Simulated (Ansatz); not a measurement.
**Ba (P4/mmm): scan of the energy under strain, by script**

What does a strain cost in Ba (P4/mmm)? Aim: a scan of the energy under strain, for Ba (P4/mmm), run from a script.

Program: the Python package of Ansatz 0.2.0. Level of theory: DFT LDA, plane waves, PAW. These are calculated values, not measurements.

**1. The system**

It takes space group P4/mmm (No. 123, tetragonal). The conventional cell has a = 4.000 Å, b = 4.000 Å, c = 3.606 Å, α = 90.00°, β = 90.00°, γ = 90.00°. Ba (site symmetry 4/mmm) has 6 Ba at 3.61 to 4.00 Å as nearest neighbours.

No structure file is read: the coordinates are typed or built in the script.

**2. The script**

strain_ba.py reads:

```python
"""A biaxial strain scan of Ba."""

import warnings

import ansatz as az
import numpy as np

vectors0 = np.array([
    [3.99965, 0.0, 0.0],
    [0.0, 3.99965, 0.0],
    [0.0, 0.0, 3.605539],
])
sites = [
    ("Ba", [0.5, 0.5, 0.5]),
]


def build(cell):
    crystal = az.Crystal(lattice=az.Lattice.of(cell))
    for symbol, position in sites:
        crystal = crystal.atom(symbol, position)
    return crystal

warnings.simplefilter("ignore", az.DeckWarning)

# clamped ions: the fractional positions stay as typed
values = np.linspace(-0.05, 0.05, 7)
energies = []
for d in values:
    strain = np.diag([d, d, 0])
    cell = vectors0 @ (np.eye(3) + strain)
    model = (
        build(cell).calculation()
        .functional(az.Functional.LDA)
        .occupations("fermi_dirac", width=0.1)
        .basis(520)
        .kpoints(9, 9, 10)
    )
    report = model.run(threads=1).report
    energies.append(report["free_energy_ev"] / len(sites))
    print(f"d = {d:+.4f}  F = {energies[-1]:.5f} eV/atom")
energies = np.array(energies)

for value, e in zip(values, energies):
    print(f"strain {value:7.3f}   E - Emin = {1000 * (e - energies.min()):9.3f} meV/atom")
curvature = 2 * np.polyfit(values, energies, 3)[1]
volume = abs(np.linalg.det(vectors0)) / len(sites)
print(f"d2E/dd2 over the volume: {curvature / volume * 160.21766:.1f} GPa")
```

**3. Launch**

On the command line:

```
> python strain_ba.py
```

**Question.** How much energy does this biaxial strain cost, and what curvature follows?

**Answer**, as computed:

| quantity | value |
| --- | --- |
| curvature under the strain | 38.1 GPa |
| runs compared | 7 |
| range of energy | 130.45 meV/atom |
| lowest point, strain | -0.050 |

**Reading.** Against the unstrained cell the energy per atom changes by -48.06 meV at one end of the scan and +82.38 meV at the other, and its second derivative over the volume is 38.1 GPa. The lowest row is an end of the scan, as the cell stands under stress. Caveats:
- The curvature belongs to this strain pattern and to the cell's stress; it equals a single elastic constant only for simple patterns.
- In a metal a curvature from energy changes of a few meV or less hangs on mesh and smearing, in size and even in sign.
- This isn't the structure that Ba takes at ambient conditions.
- The ions keep their fractional positions (clamped ions). Whether this is the phase that is stable at ambient conditions was not tested.
